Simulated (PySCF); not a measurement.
# C2H7B2N: the cost of one run

Programs: PySCF 2.14.0, with density-fitted response routines of our own. Each step states its level of theory. These are calculated values for one molecule in the gas phase, unless marked as measured. Atoms count from 0, in the outputs and in this text.

### 1 Starting geometry

12 atoms, charge 0, multiplicity 1; geometry from: GFN2-xTB. The atoms were then displaced at random by about 0.01 Å, so the start is not that level's minimum.

Bonds of the start (Å): B0–N1 1.42, N1–B2 1.43, B2–C3 1.51, C3–C4 1.36, B0–H5 1.14, B0–H6 1.19, N1–H7 1.00, B2–H8 1.18, C3–H9 1.09, C4–H10 1.08, C4–H11 1.08.

### 2 Relaxing the molecule at PBE0-D3(BJ)/def2-SVP

What the job is given:

```
{"job": {"xc": "PBE0", "basis": "def2-SVP", "d3": "d3bj", "grid": 1, "shake": 0.01, "kind": "geom"}, "charge": 0, "multiplicity": 1}
B      2.564670     0.226460    -0.158130
N      1.250360    -0.308830    -0.086800
B     -0.012790     0.356150    -0.007190
C     -1.265370    -0.481400     0.074120
C     -2.523220     0.030770     0.147090
H      3.471240    -0.453650    -0.230100
H      2.671150     1.412860    -0.160340
H      1.222260    -1.310570    -0.094040
H     -0.017490     1.533440     0.031640
H     -1.230590    -1.571620     0.075210
H     -3.424550    -0.567630     0.217880
H     -2.665980     1.105750     0.181630
```

Run with:

```console
> OMP_NUM_THREADS=1 python probes_run.py task.json out
```

One launch serves the whole session: the jobs run in the order shown.

Q: Estimate the wall time and peak memory of this first job on 1 thread of Arm Neoverse V1, shared host.

About 29 s, with a peak of 0.42 GiB.
